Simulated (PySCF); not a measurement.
# CH5NSSi: the cost of one run

Programs: PySCF 2.14.0, with density-fitted response routines of our own. Each step states its level of theory. These are calculated values for one molecule in the gas phase, unless marked as measured. Atoms are numbered from 0 throughout.

## (1) Starting geometry

9 atoms, charge 0, multiplicity 1; geometry from: GFN2-xTB. The atoms were then displaced at random by about 0.01 Å, so the start is not that level's minimum.

Bonds of the start (Å): N0–C1 1.27, C1–Si2 1.92, Si2–S3 2.11, N0–H4 1.03, C1–H5 1.10, Si2–H6 1.45, Si2–H7 1.44, S3–H8 1.30.

## (2) Geometry optimisation at PBE0-D3(BJ)/def2-SVP

What the job is given:

```
{"job": {"xc": "PBE0", "basis": "def2-SVP", "d3": "d3bj", "grid": 1, "shake": 0.01, "kind": "geom"}, "charge": 0, "multiplicity": 1}
N      2.053580     0.305820    -0.211300
C      0.977830     0.219100     0.464960
Si    -0.652780    -0.692390     0.019150
S     -2.213410     0.725700     0.176460
H      2.014370    -0.143300    -1.132570
H      1.016960     0.737370     1.428800
H     -0.553140    -1.192910    -1.342050
H     -0.925100    -1.698810     1.015250
H     -1.660490     1.722270    -0.452430
```

The run is started by

```
OMP_NUM_THREADS=1 python probes_run.py task.json out
```

This one command runs all jobs of the session in turn.

**Question.** How long does this first job take on 1 thread of Arm Neoverse V2, shared host, and how much memory does it need?

About 17 s, with a peak of 0.38 GiB.
